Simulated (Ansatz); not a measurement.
This script for Ansatz 0.2.0 through its Python package starts 4 runs on ScSi2, space group P6/mmm. What input does the engine get in each?

`scsi2_zeeman.py`:
```python
"""Spin moment of ScSi2 in a magnetic field."""

import ansatz as az
import numpy as np
from tabulate import tabulate


def main() -> None:
    scsi2 = (
        az.Lattice.from_parameters(3.66, 3.66, 3.87, alpha=90, beta=90, gamma=120)
        .space_group(191)
        .atom("Sc", [0.0, 0.0, 0.0])
        .atom("Si", [1 / 3, 2 / 3, 0.5])
    )

    setup = (
        scsi2.calculation()
        .functional("lda")
        .kpoints(mesh=(8, 8, 7))
        .occupations("fermi_dirac", width=100 * az.meV)
        .spin("collinear")
    )
    # the field acts on the spins alone; such large fields lift the response over the noise
    rows = []
    for tesla in [0, 100, 200, 400]:
        rep = (setup.magnetic_field(tesla) if tesla else setup).run(threads=1).report
        rows.append((tesla, rep["magnetization_mub"], rep["free_energy_ev"], rep["components"].get("e_zeeman", 0.0)))
    print(tabulate(rows, headers=["B (T)", "moment muB", "F eV", "Zeeman term eV"], floatfmt=".4f", tablefmt="pipe"))
    slope = np.polyfit([row[0] for row in rows], [row[1] for row in rows], 1)[0]
    print(f"dM/dB = {1000 * slope:.4f} muB per 1000 T per cell")


if __name__ == "__main__":
    main()
```

Run 1:
```yaml
crystal:
  lattice:
    a: 3.66
    b: 3.66
    c: 3.87
    alpha: 90.0
    beta: 90.0
    gamma: 120.0
  space_group: 191
  atoms:
    - { symbol: Sc, position: [0.0, 0.0, 0.0] }
    - { symbol: Si, position: [0.3333333333333333, 0.6666666666666666, 0.5] }
kpoints:
  mp_grid:
    grid: [8, 8, 7]
hamiltonian:
  xc: lda
magnetization:
  spin_polarized: true
scf:
  occupations:
    method: fermi_dirac
    width: 0.1
```

Run 2, against run 1:
```diff
+  magnetic_field: 100.0
```

Run 3, against run 1:
```diff
+  magnetic_field: 200.0
```

Run 4, against run 1:
```diff
+  magnetic_field: 400.0
```

Running `python scsi2_zeeman.py` prints:
```text
DeckWarning: basis.ecutwfc = 420 eV, auto-derived from the records' recommended cutoffs: set by Sc (normal level)
RunWarning: this spin-polarised run has no starting moment large enough to seed its density, so its SCF can try parallel moments of its own, which can die out, and starts no order whose moments cancel. Behind that start scf.lower_state_search: light tries no other order and makes no probe for moments, and off searches [...]
|   B (T) |   moment muB |       F eV |   Zeeman term eV |
|--------:|-------------:|-----------:|-----------------:|
|       0 |       0.0000 | -3307.0775 |           0.0000 |
|     100 |       0.0123 | -3307.0776 |          -0.0001 |
|     200 |       0.0245 | -3307.0777 |          -0.0003 |
|     400 |       0.0490 | -3307.0781 |          -0.0011 |
dM/dB = 0.1224 muB per 1000 T per cell
```
(Warnings from the package without file and line, shortened.)

Total energies depend on the potentials; only differences at equal settings carry meaning. A total without «per atom» is that of the cell as typed. The run is spin-unpolarised. For a metal this k-point mesh is coarse: on a finer one energies can move by several to tens of meV an atom and pressures by half a GPa or more, differences at one mesh by less. The structure is a deposited one; some such entries were measured under pressure or heat, so a shift against it needn't be the functional's error alone. Orbital magnetism is left out. The response of a metal hangs strongly on mesh and smearing, and a straight-line fit holds only where the moment is linear in the field. The whole script took 21 s on 1 thread of Arm Neoverse V1 (shared host), peak memory 0.4 GiB.

(Lines on the test bed's own set-up are left out of the output.)
